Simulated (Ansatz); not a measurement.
Relaxation of a periodic cell of 17 atoms, Li16B (host Li, host structure bcc, interstitial B), to a largest force component of 0.03 eV/Å in at most 60 steps.

Computed with DFT PBE, scalar-relativistic, plane waves, PAW (Ansatz). Settings: cutoff 420 eV, k mesh 4x4x4, gaussian smearing 0.05 eV, no spin polarisation.

```xyz
17
Lattice="6.9800 0.0000 0.0000 0.0000 6.9800 0.0000 0.0000 0.0000 6.9800" Properties=species:S:1:pos:R:3:forces:R:3
Li 0.000 0.000 0.000 0.01 0.61 -1.10
Li 3.490 0.000 0.000 0.00 -0.03 0.02
Li 0.000 3.490 0.000 0.00 0.34 0.12
Li 0.000 0.000 3.490 0.01 0.44 0.78
Li 1.745 1.745 1.745 -0.13 -0.33 0.00
Li 3.490 3.490 0.000 0.00 -0.03 -0.03
Li 3.490 0.000 3.490 0.00 -0.03 -0.02
Li 5.235 1.745 1.745 0.13 -0.34 0.00
Li 0.000 3.490 3.490 0.00 0.32 -0.12
Li 1.745 5.235 1.745 0.79 -0.45 0.01
Li 1.745 1.745 5.235 0.03 0.03 0.00
Li 3.490 3.490 3.490 0.00 -0.03 0.03
Li 5.235 5.235 1.745 -0.93 -0.53 0.02
Li 5.235 1.745 5.235 -0.03 0.03 0.00
Li 1.745 5.235 5.235 -0.02 0.03 0.01
Li 5.235 5.235 5.235 0.02 0.03 0.01
B -0.014 6.119 1.715 0.12 -0.05 0.27
```

Problem. Where does it end, and by what steps?

Solution. It converged. The force dipped under the threshold on the way, but the program's further checks kept it going. Limits of this set-up: coarse k mesh, odd electron count without spin, a small cell, in which the defect meets its images, a typed lattice constant that wasn't relaxed here. After 11 steps the energy has fallen by 1.008 eV; Li9 moved furthest, 0.64 Å. Joined: Li1–Li3 (3.49 → 2.92 Å), Li1–Li4 (3.49 → 2.90 Å), Li3–Li9 (3.49 → 2.83 Å), Li3–B17 (3.14 → 2.53 Å), Li4–Li9 (3.49 → 2.92 Å), Li5–Li8 (3.49 → 2.83 Å).

```tsv
step	energy less start (eV)	largest force component (eV/Å)	accepted
0	0.0000	1.101	yes
1	-0.5147	0.536	yes
2	-0.7938	0.140	yes
3	-0.9739	0.097	yes
4	-1.0024	0.038	yes
5	-1.0032	0.002	yes
6	-1.0033	0.002	yes
7	-1.0034	0.002	yes
8	-1.0035	0.002	yes
9	-1.0051	0.031	yes
10	-1.0047	0.039	no
11	-1.0081	0.020	yes
```

```xyz
17
Lattice="6.9800 0.0000 0.0000 0.0000 6.9800 0.0000 0.0000 0.0000 6.9800" Properties=species:S:1:pos:R:3
Li -0.128 -0.113 -0.297
Li 3.629 0.137 -0.181
Li -0.106 4.016 0.337
Li 0.126 -0.104 3.793
Li 1.413 1.212 1.636
Li 3.629 3.222 0.188
Li 3.339 0.140 3.660
Li 5.569 1.217 1.849
Li 0.106 4.028 3.161
Li 2.046 5.343 1.615
Li 1.550 2.017 5.374
Li 3.351 3.217 3.292
Li 4.937 5.347 1.868
Li 5.426 2.016 5.097
Li 1.919 5.096 5.370
Li 5.058 5.100 5.079
B 0.003 6.108 1.752
```

Whether the end is a true minimum wasn't checked by a vibrational analysis.

The run took 2.5 min on 2 threads of Intel(R) Xeon(R) Platinum 8259CL CPU @ 2.50GHz (Skylake/Cascade Lake), on a shared host, peak memory 0.81 GiB.
